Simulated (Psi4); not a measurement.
# BLYP/def2-SVPD (core potential) run of MoO3 (SMILES [O]=[Mo](=[O])=[O])

Aim: the vertical singlet–triplet gap of MoO3 at BLYP/def2-SVPD (core potential), from 2 runs. 

The calculation is run with Psi4 1.11.

12 further runs of the same task are left out: 12 that didn't finish.

### 1 The molecule

The species is MoO3 (4 atoms), meant as a singlet with charge 0. SMILES: `[O]=[Mo](=[O])=[O]`. The coordinates come from a PBE0-D4/def2-TZVP relaxation.

Bond lengths: O1–Mo2 1.692 Å, Mo2–O3 1.692 Å, Mo2–O4 1.692 Å. Angles: O1–Mo2–O3 110.3°, O1–Mo2–O4 110.3°, O3–Mo2–O4 110.3°.

### 2 Energy and forces at BLYP/def2-SVPD (core potential)

run.py

```python
import psi4

psi4.set_memory(1600000000)
psi4.set_num_threads(1)
psi4.set_output_file('psi4.out', False)

mol = psi4.geometry("""
0 1
O     -1.82925489    -0.28308097     2.38577923
Mo    -0.26097118    -0.63589284    -0.37851214
O      2.84781727    -1.14819759     0.16780768
O     -0.65233346     1.95322092    -2.21362518
units au
symmetry c1
no_reorient
no_com
""")

options = {'basis': 'def2-SVPD', 'puream': True, 'e_convergence': 1e-09, 'd_convergence': 1e-08, 'scf_type': 'pk', 'dft_radial_points': 99, 'dft_spherical_points': 590}
psi4.set_options(options)

result, w = psi4.gradient("BLYP", return_wfn=True)
psi4.oeprop(w, "QUADRUPOLE", "MULLIKEN_CHARGES", "MAYER_INDICES", title="BLYP")
print('gradient / Eh bohr^-1')
print(result.np.round(6))
print(f'energy = {w.energy():.10f} Eh')
```

Run with:

```
$ python run.py
```

psi4.out (excerpt; [...] marks lines left out):

```text
[...]
    !!!  WARNING: ECP capability is in beta. Please check occupations closely.  !!!
[...]
  Running in c1 symmetry.
[...]
  Nuclear repulsion =  141.662163929513753
[...]
  Multiplicity = 1
[...]
  Nalpha       = 19
  Nbeta        = 19
[...]
    Number of basis functions: 103
[...]
   @RKS iter   1:  -292.09293442368539    9.41073e-01   1.92008e-02 ADIIS/DIIS
[...]
   @RKS iter  15:  -293.76519608187130   -1.25056e-12   1.93988e-09 DIIS
[...]
    Orbital Energies [Eh]
    ---------------------
    Doubly Occupied:
       1A    -18.818394     2A    -18.818382     3A    -18.818354
       4A     -2.553677     5A     -1.600477     6A     -1.600465
       7A     -1.592405     8A     -0.835733     9A     -0.821128
      10A     -0.821113    11A     -0.393769    12A     -0.393764
      13A     -0.374287    14A     -0.374269    15A     -0.368816
      16A     -0.304072    17A     -0.284283    18A     -0.284283
      19A     -0.275188
[...]
  @RKS Final Energy:  -293.76519608187130
   => Energetics <=
    Nuclear Repulsion Energy =            141.6621639295137527
    One-Electron Energy =                -708.2378777047027825
    Two-Electron Energy =                 306.2965098001283764
    DFT Exchange-Correlation Energy =     -33.4859921068106559
    Empirical Dispersion Energy =           0.0000000000000000
    VV10 Nonlocal Energy =                  0.0000000000000000
    Total Energy =                       -293.7651960818712951
[...]
  -Total Gradient:
     Atom            X                  Y                   Z
    ------   -----------------  -----------------  -----------------
       1        0.018511029456    -0.006295304858    -0.035466344965
       2        0.016944422488     0.035944642681     0.021740019702
       3       -0.039511422819     0.004450697836    -0.007930439916
       4        0.003983155164    -0.034074727832     0.021678029027
[...]
 Multipole Moments:
 ------------------------------------------------------------------------------------
     Multipole            Electronic (a.u.)      Nuclear  (a.u.)        Total (a.u.)
 ------------------------------------------------------------------------------------
 L = 1.  Multiply by 2.5417464519 to convert [e a0] to [Debye]
 Dipole X            :          0.0323585           -0.7237652           -0.6914066
 Dipole Y            :          3.2653380           -4.7269609           -1.4616229
 Dipole Z            :          1.6916830           -2.5794761           -0.8877931
 Magnitude           :                                                    1.8446033
 L = 2.  Multiply by 1.3450342976 to convert [e a0^2] to [Debye ang]
 Quadrupole XX       :       -126.7854575           96.0076882          -30.7777693
 Quadrupole XY       :         32.7763894          -29.8861524            2.8902370
[...]
  Mulliken Charges: (a.u.)
   Center  Symbol    Alpha    Beta     Spin     Total
       1     O     4.32457  4.32457  0.00000 -0.64914
       2    MO     6.02632  6.02632  0.00000  1.94737
       3     O     4.32458  4.32458  0.00000 -0.64916
       4     O     4.32453  4.32453  0.00000 -0.64907
   Total alpha = 19.00000, Total beta = 19.00000, Total charge =  0.00000
  Mayer Bond Indices:
[...]
```

Standard output:

```text
gradient / Eh bohr^-1
[[ 0.018511 -0.006295 -0.035466]
 [ 0.016944  0.035945  0.02174 ]
 [-0.039511  0.004451 -0.00793 ]
 [ 0.003983 -0.034075  0.021678]]
energy = -293.7651960819 Eh
```

Wall time 30 s (1 thread of AMD EPYC 7R43 (Zen 3), shared host); peak memory 0.62 GiB.

### 3 The triplet at the same level

moo3.xyz

```xyz
4
MoO3
O     -0.968000    -0.149800     1.262500
Mo    -0.138100    -0.336500    -0.200300
O      1.507000    -0.607600     0.088800
O     -0.345200     1.033600    -1.171400
```

job.py

```python
import psi4

psi4.set_memory(1600000000)
psi4.set_num_threads(1)
psi4.core.set_output_file('moo3.out', False)

with open('moo3.xyz') as f:
    atoms = ''.join(f.readlines()[2:])
geom = psi4.geometry('0 3\n' + atoms + 'symmetry c1')

options = {'reference': 'uks', 'puream': True, 'e_convergence': 1e-09, 'd_convergence': 1e-08, 'scf_type': 'pk', 'dft_radial_points': 99, 'dft_spherical_points': 590, 'maxiter': 100}
psi4.set_options(options)

e_tot, wfn = psi4.gradient('blyp/def2-SVPD', return_wfn=True)
psi4.oeprop(wfn, 'MAYER_INDICES', 'LOWDIN_CHARGES', 'MULLIKEN_CHARGES', title='BLYP')
print('gradient / Eh bohr^-1')
print(e_tot.np.round(6))
print(f'energy = {wfn.energy():.10f} Eh')
```

Run with:

```
$ python job.py
```

moo3.out (excerpt; [...] marks lines left out):

```text
[...]
    !!!  WARNING: ECP capability is in beta. Please check occupations closely.  !!!
[...]
  Running in c1 symmetry.
[...]
  Nuclear repulsion =  141.662163783728460
[...]
  Multiplicity = 3
[...]
  Nalpha       = 20
  Nbeta        = 18
[...]
    Number of basis functions: 103
[...]
   @UKS iter   1:  -292.64303501940543    4.60167e-01   1.52327e-02 ADIIS/DIIS
[...]
   @UKS iter  21:  -293.68657129397513    2.27374e-13   9.83541e-09 DIIS
[...]
   @S^2 Observed:                2.008033018E+00
[...]
  @UKS Final Energy:  -293.68657129397513
   => Energetics <=
    Nuclear Repulsion Energy =            141.6621637837284595
    One-Electron Energy =                -707.2917305231560476
    Two-Electron Energy =                 305.3828407038311070
    DFT Exchange-Correlation Energy =     -33.4398452583786749
    Empirical Dispersion Energy =           0.0000000000000000
    VV10 Nonlocal Energy =                  0.0000000000000000
    Total Energy =                       -293.6865712939751347
[...]
 Multipole Moments:
 ------------------------------------------------------------------------------------
     Multipole            Electronic (a.u.)      Nuclear  (a.u.)        Total (a.u.)
 ------------------------------------------------------------------------------------
 L = 1.  Multiply by 2.5417464519 to convert [e a0] to [Debye]
 Dipole X            :         -4.6851180            4.4055885           -0.2795295
 Dipole Y            :         -9.9059212            9.3146935           -0.5912277
 Dipole Z            :         -6.0156362            5.6567727           -0.3588634
 Magnitude           :                                                    0.7459691
[...]
  -Total Gradient:
     Atom            X                  Y                   Z
    ------   -----------------  -----------------  -----------------
       1        0.039651659173    -0.007342056501    -0.067906178870
       2        0.026532871815     0.056152885874     0.034062802796
       3       -0.076703393708     0.014192246917    -0.012713398815
       4        0.010444153906    -0.062974972742     0.046575998363
[...]
```

Standard output:

```text
gradient / Eh bohr^-1
[[ 0.039652 -0.007342 -0.067906]
 [ 0.026533  0.056153  0.034063]
 [-0.076703  0.014192 -0.012713]
 [ 0.010444 -0.062975  0.046576]]
energy = -293.6865712940 Eh
```

Wall time 52 s (1 thread of AMD EPYC 7R43 (Zen 3), shared host); peak memory 0.62 GiB.

### 4 What came out

Level: BLYP/def2-SVPD (core potential).

```
                                        quantity          value
                           singlet: total energy  -293.76520 Eh
                          singlet: dipole moment         4.69 D
                            singlet: HOMO energy       -7.49 eV
                            singlet: LUMO energy       -5.56 eV
                          singlet: HOMO–LUMO gap        1.93 eV
               singlet: largest force on an atom     2.329 eV/Å
                           triplet: total energy  -293.68657 Eh
                          triplet: dipole moment         1.90 D
     triplet: HOMO energy (highest over α and β)       -5.58 eV
                                   triplet: ⟨S²⟩          2.008
               triplet: largest force on an atom     4.064 eV/Å
vertical energy of the triplet above the singlet       2.139 eV
```

What this shows: At this shape the triplet lies 2.14 eV (206 kJ/mol) above the singlet. The largest force (singlet) is 2.33 eV/Å: the shape isn't a stationary point for this species at this level.
